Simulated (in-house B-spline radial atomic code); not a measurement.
# Tb²⁶⁺: excited configurations

Wanted: excitation energies of Tb²⁶⁺ as differences of total energies (ΔSCF).

The numbers are computed with in-house B-spline radial atomic code version 1 (Dirac-Hartree-Fock, average of configuration, Fermi nucleus, basis-set limit), except any that are marked as measured or tabulated.

## 1. The system

```
element       : terbium (Z = 65)
charge        : +26
electrons     : 39
configuration : [Kr] 4d3
Hamiltonian   : Dirac-Coulomb
nucleus       : Fermi, rms radius 5.060 fm
```

The outer shells:

[Kr] 4d3
```
[Kr] core
4d [↑ ][↑ ][↑ ][  ][  ]
```

The boxes draw the filling by Hund's rule, which heavy ions in jj coupling don't follow; these runs average over all states of the configuration.

Settings, as recorded:

```ini
Z = 65
electrons = 39.0
configuration = [Kr] 4d3
hamiltonian = dirac
method = hf
spin_polarised = False
nucleus = fermi
rms_radius = 5.06
mass_number = 159
atomic_mass = 158.925353707
speed_of_light = 137.035999084
```

From the earlier run of the reference: total energy -11398.097045 hartree. Levels, eight at most:

```csv
orbital,occupation,energy (eV),<r> (bohr)
3p3/2,4,-2486.26,0.2387
3d3/2,4,-2151.43,0.2116
3d5/2,6,-2116.87,0.2155
4s1/2,2,-1169.89,0.5015
4p1/2,2,-1083.09,0.5042
4p3/2,4,-1038.93,0.5243
4d3/2,1.2,-910.05,0.5234
4d5/2,1.8,-901.10,0.5294
```

## 2. Run with [Ar] 3d10 4s2 4p5 4d3 5f1

Settings, as recorded:

```ini
Z = 65
electrons = 39.0
configuration = [Ar] 3d10 4s2 4p5 4d3 5f1
hamiltonian = dirac
method = hf
spin_polarised = False
nucleus = fermi
rms_radius = 5.06
mass_number = 159
atomic_mass = 158.925353707
speed_of_light = 137.035999084
```

## 3. Run with [Ar] 3d10 4s2 4p5 4d3 5d1

Changes to the settings of step 2:

```diff
@@ -2,3 +2,3 @@
 electrons = 39.0
-configuration = [Ar] 3d10 4s2 4p5 4d3 5f1
+configuration = [Ar] 3d10 4s2 4p5 4d3 5d1
 hamiltonian = dirac
```

## 4. [Ar] 3d10 4s2 4p5 4d3 6f1

Changes to the settings of step 3:

```diff
@@ -2,3 +2,3 @@
 electrons = 39.0
-configuration = [Ar] 3d10 4s2 4p5 4d3 5d1
+configuration = [Ar] 3d10 4s2 4p5 4d3 6f1
 hamiltonian = dirac
```

## 5. Configuration [Ar] 3d9 4s2 4p6 4d3 6s1

Changes to the settings of step 4:

```diff
@@ -2,3 +2,3 @@
 electrons = 39.0
-configuration = [Ar] 3d10 4s2 4p5 4d3 6f1
+configuration = [Ar] 3d9 4s2 4p6 4d3 6s1
 hamiltonian = dirac
```

## 6. [Ar] 3d10 4s2 4p5 4d3 7d1

Changes to the settings of step 5:

```diff
@@ -2,3 +2,3 @@
 electrons = 39.0
-configuration = [Ar] 3d9 4s2 4p6 4d3 6s1
+configuration = [Ar] 3d10 4s2 4p5 4d3 7d1
 hamiltonian = dirac
```

Q: How far above the reference does each configuration lie (order and size, in eV)?

**Answer**, as computed:

| net move | configuration | energy above the reference (eV) | with Breit, QED, recoil (eV) | largest <r> (bohr) |
| --- | --- | --- | --- | --- |
| 4p → 5d | [Ar] 3d10 4s2 4p5 4d3 5d1 | 538.30 | 537.47 | 0.984 |
| 4p → 5f | [Ar] 3d10 4s2 4p5 4d3 5f1 | 602.27 | 601.30 | 1.00 |
| 4p → 6f | [Ar] 3d10 4s2 4p5 4d3 6f1 | 747.06 | 746.10 | 1.58 |
| 4p → 7d | [Ar] 3d10 4s2 4p5 4d3 7d1 | 811.90 | 810.99 | 2.19 |
| 3d → 6s | [Ar] 3d9 4s2 4p6 4d3 6s1 | 1724.32 | 1723.17 | 1.40 |

Quantum defects of the promoted electron, δ = n − ζ/√(−2ε) with ζ = 27 and ε its orbital energy in hartree:

| promotion | δ |
| --- | --- |
| 4p → 5d | 0.609 |
| 4p → 5f | 0.308 |
| 4p → 6f | 0.303 |
| 4p → 7d | 0.582 |
| 3d → 6s | 1.008 |

What this shows: The energies run from 538.30 eV (4p → 5d) to 1724.32 eV (3d → 6s). Koopmans' estimate of the ionisation threshold is 901.10 eV; 1 configuration exceeds it by over 2 % and could autoionise. Of those tabulated, the defect is largest for 6s (1.01) and least for 6f (0.30); at this charge much of the defect is relativistic. Two partly filled shells share a symmetry and can mix in the average, which may lower the energy, for: 4p → 5d; 4p → 7d; 3d → 6s. These are averages over configurations, without correlation, not spectroscopic levels.
